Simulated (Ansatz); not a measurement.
**UPBE/def2-TZVPP (core potential) run of InHCl (SMILES [Cl][InH])**

What is the vertical ionisation energy of InHCl at UPBE/def2-TZVPP (core potential)? 

Program for the calculation: Ansatz 0.2.0.

38 further runs of the same task are left out: 38 set aside as unsound or not needed.

## Step 1: The structure to begin with

InHCl has 3 atoms, charge 0, and is taken as a doublet. SMILES: `[Cl][InH]`. The shape is that of a PBE0-D4/def2-TZVP optimisation.

Bond lengths: Cl1–In2 2.365 Å, In2–H3 1.773 Å. Angles: Cl1–In2–H3 115.3°.

## Step 2: The energy at UPBE/def2-TZVPP (core potential)

job.yaml

```yaml
crystal:
  periodic: [false, false, false]
  atoms:
    - symbol: Cl
      position_ang: [-1.649800, 0.396800, -0.867400]
    - symbol: In
      position_ang: [0.409500, 0.542400, 0.286100]
    - symbol: H
      position_ang: [1.229400, -1.003900, 0.568100]
basis:
  gaussian:
    orbitals: def2-TZVPP
total_charge: 0
magnetization:
  spin_polarized: true
  initial_magnetization: 1
hamiltonian:
  xc: pbe
accuracy: high
output: {orbitals: {seedname: orbitals}}
```

Run with:

```bash
ansatz run job.yaml --threads 1 --pin off --max-ram 3480MiB --events-out events.jsonl --progress --plain --runs-dir runs
```

Log:

```text
Warning: RAYON_NUM_THREADS=1 ignored (pool sized by the plan → 1); use --threads N
Functional definition: PBE
  name "PBE"
  parameter kappa = 0.804
  parameter beta = 0.06672455060314922
  exchange = pbe_x(kappa = kappa, mu = beta*pi^2/3)
  correlation = pbe_c(beta = beta)
1766 factors; integrals over basis functions are off by at most 3.3e-9 eV
mean field evaluation 1: about -17706.8710 eV, gradient 1.7e1 eV
mean field evaluation 2: about -17699.8615 eV, gradient 3.9e1 eV
mean field evaluation 4: about -17708.5317 eV, gradient 2.8e0 eV
mean field evaluation 8: about -17708.5747 eV, gradient 7.4e-2 eV
mean field evaluation 16: about -17708.5747 eV, gradient 5.8e-5 eV
mean field -17708.57473209 eV, -650.7781181011 hartree, gradient 2.8e-8 eV, S^2 0.753739; 0 other end points of the search recorded, 0 dependent functions left out
reference -17708.57473623 eV, -650.7781182535 hartree; 20, 19 occupied and 86, 87 virtual orbitals, 1766 factors
Total energy: -17708.57473623 eV, -650.7781182535 hartree
```

Wall time 8.1 s (1 thread of Arm Neoverse V2, shared host); peak memory 0.28 GiB.

## Step 3: The singlet cation at the same level

input.yaml

```yaml
crystal:
  periodic: [false, false, false]
  atoms:
    - {symbol: Cl, position_ang: [-1.649800, 0.396800, -0.867400]}
    - {symbol: In, position_ang: [0.409500, 0.542400, 0.286100]}
    - {symbol: H, position_ang: [1.229400, -1.003900, 0.568100]}
basis:
  gaussian: {orbitals: def2-TZVPP}
total_charge: 1
hamiltonian: {xc: {name: PBE}}
accuracy: high
output: {orbitals: {seedname: orbitals}}
```

Run with:

```bash
ansatz run input.yaml --threads 1 --pin off --max-ram 3480MiB --events-out events.jsonl --progress --plain --runs-dir runs
```

Log, cut to the lines that bear on the results:

```text
Warning: RAYON_NUM_THREADS=1 ignored (pool sized by the plan → 1); use --threads N
[... 6 set-up lines as earlier in the session ...]
1766 factors; integrals over basis functions are off by at most 3.3e-9 eV
mean field evaluation 1: about -17691.7876 eV, gradient 5.6e1 eV
mean field evaluation 2: about -17562.6584 eV, gradient 1.6e2 eV
mean field evaluation 4: about -17697.8583 eV, gradient 2.5e1 eV
mean field evaluation 8: about -17700.2471 eV, gradient 3.6e-1 eV
mean field evaluation 16: about -17700.2454 eV, gradient 3.0e-4 eV
mean field -17700.24535374 eV, -650.4720190928 hartree, gradient 2.4e-8 eV, S^2 0.000000; 0 other end points of the search recorded, 0 dependent functions left out
reference -17700.24535725 eV, -650.4720192216 hartree; 19, 19 occupied and 87, 87 virtual orbitals, 1766 factors
Total energy: -17700.24535725 eV, -650.4720192216 hartree
```

It took 5.4 s on 1 thread of Arm Neoverse V2, shared host; peak memory 0.24 GiB.

## Step 4: What came out

At UPBE/def2-TZVPP (core potential):

| quantity | value |
| --- | --- |
| doublet InHCl: total energy | -650.77812 Eh |
| doublet InHCl: HOMO energy (highest over α and β) | -5.30 eV |
| doublet InHCl: LUMO energy (lowest over α and β) | -4.27 eV |
| doublet InHCl: ⟨S²⟩ | 0.754 |
| singlet cation: total energy | -650.47202 Eh |
| singlet cation: HOMO energy | -13.24 eV |
| singlet cation: LUMO energy | -11.35 eV |
| singlet cation: HOMO–LUMO gap | 1.89 eV |
| vertical ionisation energy (to the singlet cation) | 8.329 eV |

In words: The vertical ionisation energy comes to 8.33 eV (192 kcal/mol). Only the singlet of the ionised species was computed; a triplet could lie lower.
